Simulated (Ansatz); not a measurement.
**Al₂F₂H₆N₂: up Jacob's ladder to CCSD(T)**

How much do the methods differ for Al₂F₂H₆N₂? The plan is to run it at one geometry with functionals of several rungs and with coupled cluster. The yardstick is the atomisation energy at the CCSD(T) limit.

The runs use Ansatz 0.2.0, Gaussian basis; functionals in def2-TZVPP, the program's frozen cores in correlated methods.

The runs, in order: LDA (SPW92), PBE-D4, revPBE-D4, BLYP-D4, r2SCAN-D4, B97M-V, PBE0-D4, B3LYP-D4, r2SCANh-D4, r2SCAN0-D4, HSE06-D4, BHLYP-D4, CAM-B3LYP-D4, LC-ωPBE, ωB97X-V, ωB97M-V, B2PLYP, PBE-QIDH; CCSD(T)/def2-SVP; CCSD(T)/def2-TZVPP; MP2/def2-QZVPP; extrapolation to the limit; RPA on PBE.

## 1. The geometry

The geometry comes from an earlier relaxation with PBE0-D4 in a triple-zeta def2 set; it is a stationary point, not always the lowest conformer.

SMILES `[F][Al@H-]1[NH2+][Al@H-]([F])[NH2+]1`, 12 atoms, charge 0, spin multiplicity 1.

Atoms are counted from 1 here; the program's logs count them from 0.

Bond lengths: F1–Al2 1.666 Å, Al2–N3 1.943 Å, Al2–N6 1.943 Å, Al2–H7 1.579 Å, N3–Al4 1.943 Å, N3–H8 1.015 Å, N3–H9 1.015 Å, Al4–F5 1.666 Å, Al4–N6 1.943 Å, Al4–H10 1.579 Å, N6–H11 1.015 Å, N6–H12 1.015 Å. Angles: F1–Al2–N3 106.4°, F1–Al2–N6 106.4°, F1–Al2–H7 121.2°, N3–Al2–N6 88.1°, N3–Al2–H7 114.8°, N6–Al2–H7 114.8°, Al2–N3–Al4 91.9°, Al2–N3–H8 115.7°, Al2–N3–H9 113.2°, Al4–N3–H8 113.2°, Al4–N3–H9 115.7°, H8–N3–H9 106.9°, N3–Al4–F5 106.3°, N3–Al4–N6 88.1°, N3–Al4–H10 114.8°, F5–Al4–N6 106.3°, F5–Al4–H10 121.2°, N6–Al4–H10 114.8° and more.

## 2. LDA

This LDA is Slater exchange with PW92 correlation.

File in.yaml:

```yaml
crystal:
  periodic: [false, false, false]
  atoms:
    - {symbol: F, position_ang: [1.622444, -1.959195, 0.272464]}
    - {symbol: Al, position_ang: [0.130991, -1.273601, 0.555664]}
    - {symbol: N, position_ang: [0.468442, 0.546940, 1.143225]}
    - {symbol: Al, position_ang: [-0.130700, 1.273614, -0.555716]}
    - {symbol: F, position_ang: [-1.622277, 1.958981, -0.272465]}
    - {symbol: N, position_ang: [-0.468480, -0.546897, -1.143159]}
    - {symbol: H, position_ang: [-0.979172, -2.039462, 1.376450]}
    - {symbol: H, position_ang: [-0.085322, 0.865001, 1.931647]}
    - {symbol: H, position_ang: [1.440827, 0.717888, 1.376988]}
    - {symbol: H, position_ang: [0.979295, 2.039468, -1.376727]}
    - {symbol: H, position_ang: [-1.440988, -0.717689, -1.376588]}
    - {symbol: H, position_ang: [0.084950, -0.865047, -1.931762]}
basis:
  gaussian: {orbitals: def2-TZVPP}
hamiltonian: {xc: lda}
output: {orbitals: {seedname: orbitals}}
```

Started as:

```sh
ansatz run in.yaml --threads 4 --pin off --events-out ev --progress --plain --max-ram 11315MiB
```

After this run come: PBE-D4 (GGA); revPBE-D4 (GGA); BLYP-D4 (GGA); r2SCAN-D4 (meta-GGA); B97M-V (meta-GGA); B3LYP-D4 (hybrid); r2SCANh-D4 (hybrid); r2SCAN0-D4 (hybrid); HSE06-D4 (hybrid); BHLYP-D4 (hybrid); CAM-B3LYP-D4 (range-separated); LC-ωPBE (range-separated); ωB97X-V (range-separated); ωB97M-V (range-separated); B2PLYP (double hybrid); PBE-QIDH (double hybrid); CCSD(T) in def2-SVP; CCSD(T) in def2-TZVPP; MP2 in def2-QZVPP; RPA on PBE orbitals.

**Question.** What will the summary of the whole plan be? Wanted: atomisation energy, CCSD(T)/CBS; farthest beyond LDA; mean size of error, GGA; mean size of error, meta-GGA; mean size of error, hybrid; mean size of error, range-separated; mean size of error, double hybrid; gap, smallest and largest; T1 diagnostic.

The runs gave:

| quantity | value |
| --- | --- |
| atomisation energy, CCSD(T)/CBS | 4420.8 kJ/mol |
| functionals within 22.1 kJ/mol (0.5 %) | PBE-D4, B97M-V, CAM-B3LYP-D4, ωB97X-V, ωB97M-V |
| farthest beyond LDA | BHLYP-D4 (-156.8 kJ/mol) |
| mean size of error, GGA | 57.8 kJ/mol |
| mean size of error, meta-GGA | 21.9 kJ/mol |
| mean size of error, hybrid | 93.4 kJ/mol |
| mean size of error, range-separated | 18.2 kJ/mol |
| mean size of error, double hybrid | 85.5 kJ/mol |
| gap, smallest and largest | 6.21 eV (LDA (SPW92)), 13.23 eV (LC-ωPBE) |
| T1 diagnostic | 0.0107 |
| triples share of the correlation energy | 3.0 % |

What this shows: LDA overbinds by 514.9 kJ/mol (12 %). PBE-D4 is off by -13.0 kJ/mol. Double hybrids carry the basis error of their MP2 part in triple zeta, and no dispersion term here, so their miss is partly the set-up's. The rungs range-separated, meta-GGA miss on average by less than the doubt on the reference (22.1 kJ/mol), so they tie. Misses under about 22.1 kJ/mol are within the doubt on the reference itself, which lacks core-valence correlation, relativity and higher excitations. Hartree-Fock recovers 72 % of the binding; the rest is correlation. CCSD(T) in def2-SVP is off by -296.0 kJ/mol, more than most functionals: a good method in a small basis is no reference. The gap grows from 6.2 to 13.2 eV across the functionals, mostly with the share of exact exchange.
